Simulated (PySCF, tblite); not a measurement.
# C5H5BCl2S: geometry, infrared bands and NMR shifts

Aim: predict the infrared bands and NMR shifts of C5H5BCl2S (`C#C[C@@H](SC=C)B(Cl)Cl`).

The runs use tblite 0.8.0 and PySCF 2.14.0, with density-fitted response routines of our own; the level of theory stands in each step. All values are computed, except where a source is named. Atoms count from 0, in the outputs and in this text.

### 1 The starting structure

14 atoms, charge 0, multiplicity 1; geometry from: force field or distance geometry start.

Bonds of the start (Å): C0–C1 1.20, C1–C2 1.49, C2–S3 1.76, S3–C4 1.76, C4–C5 1.33, C2–B6 1.60, B6–Cl7 1.85, B6–Cl8 1.84, C0–H9 1.07, C2–H10 1.11, C4–H11 1.11, C5–H12 1.11, C5–H13 1.10.

### 2 Geometry optimisation with GFN2-xTB

What the job is given:

```
{"job": {"kind": "relax", "xc": "GFN2-xTB", "basis": "xTB"}, "charge": 0, "multiplicity": 1}
C     -2.030400     0.254600    -1.881100
C     -1.501900     0.071600    -0.824600
C     -0.806700    -0.165800     0.472100
S      0.662300     0.795200     0.636300
C      2.010800     0.414000    -0.428400
C      2.779000    -0.666200    -0.342200
B     -1.806400     0.243900     1.648400
Cl    -2.235000    -1.028500     2.915500
Cl    -2.406300     1.968300     1.859800
H     -2.505800     0.415300    -2.821400
H     -0.591900    -1.242700     0.612500
H      2.223100     1.129300    -1.245400
H      2.623000    -1.423100     0.455500
H      3.585500    -0.766400    -1.079200
```

Launch:

```bash
$ OMP_NUM_THREADS=1 python probes_run.py task.json out
```

One launch serves the whole session: the jobs run in the order shown.

**Question.** This job is followed by: GFN2-xTB harmonic vibrations, gas phase; GIAO PBE0/pcSseg-1 NMR shielding, non-relativistic, gas phase. What will the session give for the following? strongest single infrared mode (GFN2-xTB); zero-point energy (GFN2-xTB); 13C shifts against TMS (PBE0/pcSseg-1); 1H shifts against TMS (PBE0/pcSseg-1); 33S shifts against CS2 (PBE0/pcSseg-1); 11B shifts against BF3·OEt2 (PBE0/pcSseg-1); 35Cl shifts against HCl (PBE0/pcSseg-1, means over atoms taken as alike).

The runs gave:

```
                                                                quantity                               value
                               strongest single infrared mode (GFN2-xTB)                932 cm⁻¹, 115 km/mol
                                            zero-point energy (GFN2-xTB)                       52.5 kcal/mol
                                  13C shifts against TMS (PBE0/pcSseg-1)  139.9, 112.7, 84.1, 83.1, 36.3 ppm
                                   1H shifts against TMS (PBE0/pcSseg-1)    6.50, 5.61, 5.46, 3.66, 2.04 ppm
                                  33S shifts against CS2 (PBE0/pcSseg-1)                             163 ppm
                             11B shifts against BF3·OEt2 (PBE0/pcSseg-1)                            58.6 ppm
35Cl shifts against HCl (PBE0/pcSseg-1, means over atoms taken as alike)                             295 ppm
```

**Reading.** The optimisation took 150 steps and gained 0.985 eV; among the close pairs (by a distance rule), B6–Cl7 changed most, from 1.846 to 1.715 Å. All 36 modes are real, so the xTB geometry is a minimum. The strongest single mode, at 932 cm⁻¹, moves mainly B6 and C2. GFN2-xTB is a fitted tight-binding method: band positions and strengths are rough. Its intensities can rank the bands wrongly. The most deshielded carbon is C4 (alkene CH), at 139.9 ppm: as expected for a trigonal carbon in a double bond. The most deshielded hydrogen is H11 (hydrogen on an alkene CH), at 6.50 ppm: olefinic region. At PBE0/pcSseg-1: The largest span, 554 ppm, is at Cl7, Cl8, where the paramagnetic term is -491 ppm.
